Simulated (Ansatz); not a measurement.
# Ta2Si: the cost of one run

Program: Ansatz 0.2.0. Level of theory: DFT LDA, scalar-relativistic, plane waves, PAW. These are calculated values, not measurements.

5 further runs of the same task are left out: 1 that didn't finish, 4 set aside as unsound or not needed.

## Step 1: The structure to begin with

The structure is tetragonal, space group I4/mcm (No. 140). Conventional cell: a = 6.093 Å, b = 6.093 Å, c = 5.011 Å, α = 90.00°, β = 90.00°, γ = 90.00°. Ta (site symmetry m2m) is surrounded by 4 Si at 2.60 Å and 3 Ta at 2.80 to 2.92 Å. Around Si (site symmetry 422) lie 2 Si at 2.51 Å and 8 Ta at 2.60 Å.

As a file:

```cif
data_structure
_symmetry_space_group_name_H-M 'P 1'
_symmetry_Int_Tables_number 1
_cell_length_a 4.9841
_cell_length_b 4.9841
_cell_length_c 4.9841
_cell_angle_alpha 104.635
_cell_angle_beta 104.635
_cell_angle_gamma 119.649
_cell_volume 93.02
loop_
_atom_site_label
_atom_site_type_symbol
_atom_site_fract_x
_atom_site_fract_y
_atom_site_fract_z
_atom_site_occupancy
Ta1 Ta 0.66243 0.83757 0.50000 1
Ta2 Ta 0.83757 0.33757 0.17515 1
Ta3 Ta 0.33757 0.16243 0.50000 1
Ta4 Ta 0.16243 0.66243 0.82485 1
Si1 Si 0.25000 0.25000 0.00000 1
Si2 Si 0.75000 0.75000 0.00000 1
```

It goes back to an entry of the Materials Project, which need not be the stable form.

It is the result of an earlier relaxation at this level (volume 15.50 Å³/atom; gap on the mesh: none (metal)).

## Step 2: The cell at 0.98 of its volume

input.yaml reads:

```yaml
crystal:
  lattice:
    - [-3.0262895101, 3.0262895101, 2.4884439333]
    - [3.0262895101, -3.0262895101, 2.4884439333]
    - [3.0262895101, 3.0262895101, -2.4884439333]
  atoms:
    - { symbol: Ta, position: [0.6624259646, 0.8375740354, 0.5] }
    - { symbol: Ta, position: [0.8375740354, 0.3375740354, 0.1751480709] }
    - { symbol: Ta, position: [0.3375740354, 0.1624259646, 0.5] }
    - { symbol: Ta, position: [0.1624259646, 0.6624259646, 0.8248519291] }
    - { symbol: Si, position: [0.25, 0.25, 0.0] }
    - { symbol: Si, position: [0.75, 0.75, 0.0] }
basis:
  ecutwfc: 420
kpoints:
  mp_grid: { grid: [10, 10, 10] }
hamiltonian:
  xc: lda
scf:
  occupations: { method: fermi_dirac, width: 0.15 }
output:
  forces: true
  stress: true
  eigenvalues: true
relax:
  adjacent_minimum: "off"
  f_tol: 0.001
  max_steps: 60
  cell: { stress_tol: 0.01, fix: [volume] }
```

Launch:

```bash
$ ansatz run input.yaml --threads 2 --pin off --max-ram 7168MiB --backend cpu --events-out ev --progress --plain --runs-dir out
```

**Question.** How long does this run take on 2 threads of AMD EPYC 7R43 (Zen 3), shared host, and how much memory does it need?

About 58 s, with a peak of 0.61 GiB.
